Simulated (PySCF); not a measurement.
# Pb²⁺: excitation energy in x2c-QZVPPall

Aim: the excitation energy of lead from differences of total energies, at each level of theory, and how far each lands from the tabulated value where there is one.

The numbers are computed with PySCF 2.14.0 (unrestricted determinants in a Gaussian basis, no spin-orbit coupling in the energies), except any that are marked as measured or tabulated.

### Step 1. The atom as given

- Element: lead (Z = 82)
- Basis: x2c-QZVPPall (16s10p9d6f1g, 142 functions)
- Hamiltonian: the spin-free X2C one-electron Hamiltonian (Gaussian nucleus)
- State 1: Pb²⁺: [Xe] 4f14 5d10 6s1 6p1, high-spin 3P determinant (an excited configuration)
- Needed too, but not shown: Pb²⁺ [Xe] 4f14 5d10 6s2 (1S)
- Methods: UHF, LDA, PBE, PBE0, r2SCAN, MP2
- Core shells frozen in the correlated runs: valence: [Xe] 4f14 5d10; valence and next inner shell: [Kr] 4d10 4f14 (for Pb²⁺)

The outer shells:

Pb2+ [Xe] 4f14 5d10 6s1 6p1
```
[Xe] core
4f [↑↓][↑↓][↑↓][↑↓][↑↓][↑↓][↑↓]
5d [↑↓][↑↓][↑↓][↑↓][↑↓]
6s [↑ ]
6p [↑ ][  ][  ]
```

The runs were made by one driver on top of PySCF. The scripts below sum up each run's settings (the driver also hands on starting orbitals that pick excited configurations, and frozen orbitals as a list rather than a count), and the logs come from the driver's own runs. The driver starts from symmetry-adapted Hartree-Fock orbitals, holds the occupation by maximum overlap and uses a logarithmic radial grid for functionals, so a plain start would take other cycles.

The integrals over 142 functions and the set-up took 24 s of CPU time.

### Step 2. Pb²⁺ [Xe] 4f14 5d10 6s1 6p1: the ladder of methods

**UHF**

Contents of input.py:

```python
from pyscf import gto, scf, dft, mp, cc
import basis_set_exchange as bse
mol = gto.M(atom="Pb 0 0 0", charge=2, spin=2, symmetry="D2h",
            basis=gto.basis.parse(bse.get_basis("x2c-QZVPPall", elements=["Pb"], fmt="nwchem")),
            nucmod="G")
mf = scf.UHF(mol).sfx2c1e()
mf.irrep_nelec = {'Ag': (12, 11), 'B1g': (3, 3), 'B2g': (3, 3), 'B3g': (3, 3), 'Au': (1, 1), 'B1u': (6, 6), 'B2u': (7, 6), 'B3u': (6, 6)}
mf.kernel()
```

Output:

```text
damping factor = 0
level_shift factor = 0
DIIS = <class 'pyscf.scf.diis.CDIIS'>
diis_start_cycle = 1
diis_space = 10
diis_damp = 0
SCF conv_tol = 1e-09
SCF conv_tol_grad = None
number electrons alpha = 41  beta = 39
cycle= 1 E= -20879.1477731312  delta_E= -0.00251  |g|= 0.0172  |ddm|= 0.0768
cycle= 2 E= -20879.1480663618  delta_E= -0.000293  |g|= 0.00707  |ddm|= 0.027
cycle= 3 E= -20879.1481353652  delta_E= -6.9e-05  |g|= 0.00176  |ddm|= 0.0181
cycle= 4 E= -20879.1481388986  delta_E= -3.53e-06  |g|= 0.00108  |ddm|= 0.00443
cycle= 5 E= -20879.1481392178  delta_E= -3.19e-07  |g|= 0.000103  |ddm|= 0.00157
cycle= 6 E= -20879.1481392263  delta_E= -8.57e-09  |g|= 3.03e-05  |ddm|= 0.000304
cycle= 7 E= -20879.1481392265  delta_E= -2.11e-10  |g|= 4.74e-06  |ddm|= 4.66e-05
converged SCF energy = -20879.1481392265  <S^2> = 2.0031777  2S+1 = 3.0021178
```

CPU time 20 s on a shared host, the integrals not counted.

Orbital energies by shell (radii are means over both spins):

| shell | electrons | mean orbital energy (eV) | spread (eV) | rms radius (bohr) |
| --- | --- | --- | --- | --- |
| 1s α | 1 | -88513.5 | 0 | 0.0181 |
| 1s β | 1 | -88513.3 | 0 | 0.0181 |
| 2s α | 1 | -16003.2 | 0 | 0.0730 |
| 2s β | 1 | -16003.2 | 0 | 0.0730 |
| 2p α | 3 | -13797.8 | 0.009 | 0.0673 |
| 2p β | 3 | -13797.8 | 0.058 | 0.0673 |
| 3s α | 1 | -3928.3 | 0 | 0.186 |
| 3s β | 1 | -3928.2 | 0 | 0.186 |
| 3p α | 3 | -3283.1 | 0.046 | 0.189 |
| 3p β | 3 | -3283.0 | 0.138 | 0.189 |
| 3d α | 5 | -2590.0 | 0.100 | 0.173 |
| 3d β | 5 | -2590.0 | 0.120 | 0.173 |
| 4s α | 1 | -943.01 | 0 | 0.408 |
| 4s β | 1 | -942.76 | 0 | 0.408 |
| 4p α | 3 | -726.97 | 0.097 | 0.435 |
| 4p β | 3 | -726.84 | 0.258 | 0.435 |
| 4d α | 5 | -465.00 | 0.213 | 0.462 |
| 4d β | 5 | -464.94 | 0.259 | 0.462 |
| 5s α | 1 | -185.72 | 0 | 0.916 |
| 5s β | 1 | -185.13 | 0 | 0.916 |
| 4f α | 7 | -177.20 | 0.250 | 0.494 |
| 4f β | 7 | -177.15 | 0.290 | 0.494 |
| 5p α | 3 | -123.11 | 0.087 | 1.04 |
| 5p β | 3 | -122.85 | 0.549 | 1.04 |
| 5d α | 5 | -47.830 | 0.353 | 1.37 |
| 5d β | 5 | -47.256 | 0.725 | 1.37 |
| 6s α | 1 | -33.359 | 0 | 2.35 |
| 6p α | 1 | -22.498 | 0 | 2.91 |

⟨S²⟩ = 2.003, ⟨L²⟩ = 2.02.

Spin-orbit constants on these orbitals (cm⁻¹; bare nucleus, screened nucleus, mean field): 6p 10570, 10310, n/a. To first order in LS coupling the lowest level has J = 0 and lies 1.28 eV below the centre of the term.

Spin-orbit coupling, absent here, splits the open shell strongly.

**LDA**

input.py differs from the last one in:

```diff
@@ -5,3 +5,3 @@
             nucmod="G")
-mf = scf.UHF(mol).sfx2c1e()
+mf = dft.UKS(mol, xc="LDA,VWN").sfx2c1e()
 mf.irrep_nelec = {'Ag': (12, 11), 'B1g': (3, 3), 'B2g': (3, 3), 'B3g': (3, 3), 'Au': (1, 1), 'B1u': (6, 6), 'B2u': (7, 6), 'B3u': (6, 6)}
```

Output:

```text
damping factor = 0
level_shift factor = 0
DIIS = <class 'pyscf.scf.diis.CDIIS'>
diis_start_cycle = 1
diis_space = 10
diis_damp = 0
SCF conv_tol = 1e-09
SCF conv_tol_grad = None
number electrons alpha = 41  beta = 39
XC functionals = LDA,VWN
    P. A. M. Dirac.,  Math. Proc. Cambridge Philos. Soc. 26, 376 (1930)
    F. Bloch.,  Z. Phys. 57, 545 (1929)
    S. H. Vosko, L. Wilk, and M. Nusair.,  Can. J. Phys. 58, 1200 (1980)
cycle= 1 E= -20872.5791032349  delta_E= -0.0759  |g|= 0.225  |ddm|= 1.31
cycle= 2 E= -20872.5778624269  delta_E= 0.00124  |g|= 0.278  |ddm|= 0.476
cycle= 3 E= -20872.5815151543  delta_E= -0.00365  |g|= 0.00345  |ddm|= 0.271
cycle= 4 E= -20872.5815159274  delta_E= -7.73e-07  |g|= 0.00143  |ddm|= 0.00328
cycle= 5 E= -20872.5815162522  delta_E= -3.25e-07  |g|= 0.00043  |ddm|= 0.00201
cycle= 6 E= -20872.5815162744  delta_E= -2.22e-08  |g|= 5.53e-06  |ddm|= 0.000494
cycle= 7 E= -20872.5815162744  delta_E= 1.82e-11  |g|= 7.03e-07  |ddm|= 7.39e-06
converged SCF energy = -20872.5815162744  <S^2> = 2.000898  2S+1 = 3.0005986
```

CPU time 8.1 s on a shared host, the integrals not counted.

**PBE**

input.py differs from the last one in:

```diff
@@ -5,3 +5,3 @@
             nucmod="G")
-mf = dft.UKS(mol, xc="LDA,VWN").sfx2c1e()
+mf = dft.UKS(mol, xc="PBE").sfx2c1e()
 mf.irrep_nelec = {'Ag': (12, 11), 'B1g': (3, 3), 'B2g': (3, 3), 'B3g': (3, 3), 'Au': (1, 1), 'B1u': (6, 6), 'B2u': (7, 6), 'B3u': (6, 6)}
```

Output:

```text
damping factor = 0
level_shift factor = 0
DIIS = <class 'pyscf.scf.diis.CDIIS'>
diis_start_cycle = 1
diis_space = 10
diis_damp = 0
SCF conv_tol = 1e-09
SCF conv_tol_grad = None
number electrons alpha = 41  beta = 39
XC functionals = PBE
    J. P. Perdew, K. Burke, and M. Ernzerhof.,  Phys. Rev. Lett. 77, 3865 (1996)
    J. P. Perdew, K. Burke, and M. Ernzerhof.,  Phys. Rev. Lett. 78, 1396 (1997)
    J. P. Perdew, K. Burke, and M. Ernzerhof.,  Phys. Rev. Lett. 77, 3865 (1996)
    J. P. Perdew, K. Burke, and M. Ernzerhof.,  Phys. Rev. Lett. 78, 1396 (1997)
cycle= 1 E= -20885.1493125273  delta_E= -0.0561  |g|= 0.198  |ddm|= 0.984
cycle= 2 E= -20885.1484041571  delta_E= 0.000908  |g|= 0.245  |ddm|= 0.449
cycle= 3 E= -20885.1512385641  delta_E= -0.00283  |g|= 0.00435  |ddm|= 0.236
cycle= 4 E= -20885.1512392407  delta_E= -6.77e-07  |g|= 0.00145  |ddm|= 0.00305
cycle= 5 E= -20885.1512395623  delta_E= -3.22e-07  |g|= 0.000266  |ddm|= 0.00191
cycle= 6 E= -20885.1512395714  delta_E= -9.09e-09  |g|= 4.99e-06  |ddm|= 0.000318
cycle= 7 E= -20885.1512395715  delta_E= -1.82e-11  |g|= 8.8e-07  |ddm|= 8.36e-06
converged SCF energy = -20885.1512395715  <S^2> = 2.0012078  2S+1 = 3.0008051
```

CPU time 14 s on a shared host, the integrals not counted.

**PBE0**

input.py differs from the last one in:

```diff
@@ -5,3 +5,3 @@
             nucmod="G")
-mf = dft.UKS(mol, xc="PBE").sfx2c1e()
+mf = dft.UKS(mol, xc="PBE0").sfx2c1e()
 mf.irrep_nelec = {'Ag': (12, 11), 'B1g': (3, 3), 'B2g': (3, 3), 'B3g': (3, 3), 'Au': (1, 1), 'B1u': (6, 6), 'B2u': (7, 6), 'B3u': (6, 6)}
```

Output:

```text
damping factor = 0
level_shift factor = 0
DIIS = <class 'pyscf.scf.diis.CDIIS'>
diis_start_cycle = 1
diis_space = 10
diis_damp = 0
SCF conv_tol = 1e-09
SCF conv_tol_grad = None
number electrons alpha = 41  beta = 39
XC functionals = PBE0
    C. Adamo and V. Barone.,  J. Chem. Phys. 110, 6158 (1999)
    M. Ernzerhof and G. E. Scuseria.,  J. Chem. Phys. 110, 5029 (1999)
cycle= 1 E= -20884.8735026507  delta_E= -0.032  |g|= 0.118  |ddm|= 0.713
cycle= 2 E= -20884.873514012  delta_E= -1.14e-05  |g|= 0.124  |ddm|= 0.282
cycle= 3 E= -20884.8741677352  delta_E= -0.000654  |g|= 0.00298  |ddm|= 0.118
cycle= 4 E= -20884.8741696656  delta_E= -1.93e-06  |g|= 0.000841  |ddm|= 0.00518
cycle= 5 E= -20884.8741698687  delta_E= -2.03e-07  |g|= 0.00037  |ddm|= 0.00124
cycle= 6 E= -20884.8741698986  delta_E= -2.99e-08  |g|= 3.19e-05  |ddm|= 0.000588
cycle= 7 E= -20884.8741698991  delta_E= -5.38e-10  |g|= 1.12e-06  |ddm|= 7.05e-05
converged SCF energy = -20884.8741698991  <S^2> = 2.0014851  2S+1 = 3.0009899
```

CPU time 17 s on a shared host, the integrals not counted.

**r2SCAN**

input.py differs from the last one in:

```diff
@@ -5,3 +5,3 @@
             nucmod="G")
-mf = dft.UKS(mol, xc="PBE0").sfx2c1e()
+mf = dft.UKS(mol, xc="R2SCAN").sfx2c1e()
 mf.irrep_nelec = {'Ag': (12, 11), 'B1g': (3, 3), 'B2g': (3, 3), 'B3g': (3, 3), 'Au': (1, 1), 'B1u': (6, 6), 'B2u': (7, 6), 'B3u': (6, 6)}
```

Output:

```text
damping factor = 0
level_shift factor = 0
DIIS = <class 'pyscf.scf.diis.CDIIS'>
diis_start_cycle = 1
diis_space = 10
diis_damp = 0
SCF conv_tol = 1e-09
SCF conv_tol_grad = None
number electrons alpha = 41  beta = 39
XC functionals = R2SCAN
    J. W. Furness, A. D. Kaplan, J. Ning, J. P. Perdew, and J. Sun.,  J. Phys. Chem. Lett. 11, 8208-8215 (2020)
    J. W. Furness, A. D. Kaplan, J. Ning, J. P. Perdew, and J. Sun.,  J. Phys. Chem. Lett. 11, 9248-9248 (2020)
    J. W. Furness, A. D. Kaplan, J. Ning, J. P. Perdew, and J. Sun.,  J. Phys. Chem. Lett. 11, 8208-8215 (2020)
    J. W. Furness, A. D. Kaplan, J. Ning, J. P. Perdew, and J. Sun.,  J. Phys. Chem. Lett. 11, 9248-9248 (2020)
cycle= 1 E= -20885.1174556658  delta_E= -0.0309  |g|= 0.196  |ddm|= 0.878
cycle= 2 E= -20885.1171082978  delta_E= 0.000347  |g|= 0.211  |ddm|= 0.414
cycle= 3 E= -20885.1189105437  delta_E= -0.0018  |g|= 0.00704  |ddm|= 0.201
cycle= 4 E= -20885.1189168008  delta_E= -6.26e-06  |g|= 0.00308  |ddm|= 0.0129
cycle= 5 E= -20885.1189180678  delta_E= -1.27e-06  |g|= 0.0002  |ddm|= 0.00353
cycle= 6 E= -20885.1189180741  delta_E= -6.29e-09  |g|= 1.11e-05  |ddm|= 0.000397
cycle= 7 E= -20885.1189180742  delta_E= -7.28e-11  |g|= 1.07e-06  |ddm|= 3.2e-05
converged SCF energy = -20885.1189180742  <S^2> = 2.0030714  2S+1 = 3.0020469
```

It used 30 s of CPU time after the integrals (shared host).

**MP2 (valence)**

input.py differs from the last one in:

```diff
@@ -5,4 +5,5 @@
             nucmod="G")
-mf = dft.UKS(mol, xc="R2SCAN").sfx2c1e()
+mf = scf.UHF(mol).sfx2c1e()
 mf.irrep_nelec = {'Ag': (12, 11), 'B1g': (3, 3), 'B2g': (3, 3), 'B3g': (3, 3), 'Au': (1, 1), 'B1u': (6, 6), 'B2u': (7, 6), 'B3u': (6, 6)}
 mf.kernel()
+mp.UMP2(mf, frozen=39).kernel()
```

No log was kept for this step.

CPU time 1.1 s on a shared host, the integrals not counted.

With 2 electrons correlated, the MP2 correlation energy is -0.00217 hartree (-0.00217 same spin, 0.00000 opposite spin); the SCS form gives -0.00072. Largest pairs of shells: 6s-6p -0.0022, 6s-6s 0.0000, 6p-6p 0.0000.

**MP2 (valence and next inner shell)**

input.py differs from the last one in:

```diff
@@ -8,2 +8,2 @@
 mf.kernel()
-mp.UMP2(mf, frozen=39).kernel()
+mp.UMP2(mf, frozen=30).kernel()
```

This step left no log, only its results.

It used 6.7 s of CPU time after the integrals (shared host).

With 20 electrons correlated, the MP2 correlation energy is -0.54228 hartree (-0.19142 same spin, -0.35085 opposite spin); the SCS form gives -0.48483. Largest pairs of shells: 5d-5d -0.2749, 5p-5d -0.1059, 5d-6s -0.0455, 5p-5p -0.0345, 5d-6p -0.0262.

Radial density 4πr²ρ of Pb²⁺ at UHF, without picture-change correction:

| r (bohr) | density | spin density |
| --- | --- | --- |
| 0.000262 | 3.66 | 0.000 |
| 0.000441 | 7.30 | 0.001 |
| 0.000741 | 14.2 | 0.002 |
| 0.00125 | 26.6 | 0.003 |
| 0.00210 | 47.5 | 0.005 |
| 0.00353 | 77.2 | 0.008 |
| 0.00593 | 108 | 0.010 |
| 0.00998 | 120 | 0.008 |
| 0.0168 | 104 | 0.005 |
| 0.0282 | 114 | 0.015 |
| 0.0475 | 155 | 0.018 |
| 0.0799 | 123 | -0.015 |
| 0.134 | 145 | 0.039 |
| 0.226 | 85.6 | 0.011 |
| 0.380 | 96.1 | 0.012 |
| 0.639 | 33.9 | 0.194 |
| 1.08 | 19.8 | -0.124 |
| 1.81 | 4.73 | 0.980 |
| 3.04 | 0.740 | 0.622 |
| 5.12 | 0.0352 | 0.035 |

### Step 3. Differences of total energies

Excitation energy: Pb²⁺ [Xe] 4f14 5d10 6s2 (1S) → Pb²⁺ [Xe] 4f14 5d10 6s1 6p1 (3P).

| method | value (eV) |
| --- | --- |
| UHF | 7.532 |
| LDA | 9.677 |
| PBE | 9.420 |
| PBE0 | 9.044 |
| r2SCAN | 9.075 |
| MP2 (valence) | 8.065 |
| SCS-MP2 (valence) | 8.223 |
| MP2 (valence and next inner shell) | 9.355 |
| SCS-MP2 (valence and next inner shell) | 9.336 |

A first-order spin-orbit estimate (lowest level to lowest level, LS coupling) adds -1.278 eV.

The differences also use runs on Pb²⁺ [Xe] 4f14 5d10 6s2 (1S), which are not shown here.

### Step 4. Outcome

```
                                        quantity                                                   value
excitation energy, Pb²⁺ → [Xe] 4f14 5d10 6s1 6p1  UHF 7.532, MP2 (valence and next inner shell) 9.355 eV
```

**Reading.** The methods span 2.145 eV, from UHF (7.532) to LDA (9.677). No reference value is at hand in this session. The basis is finite, and no extrapolation was made.
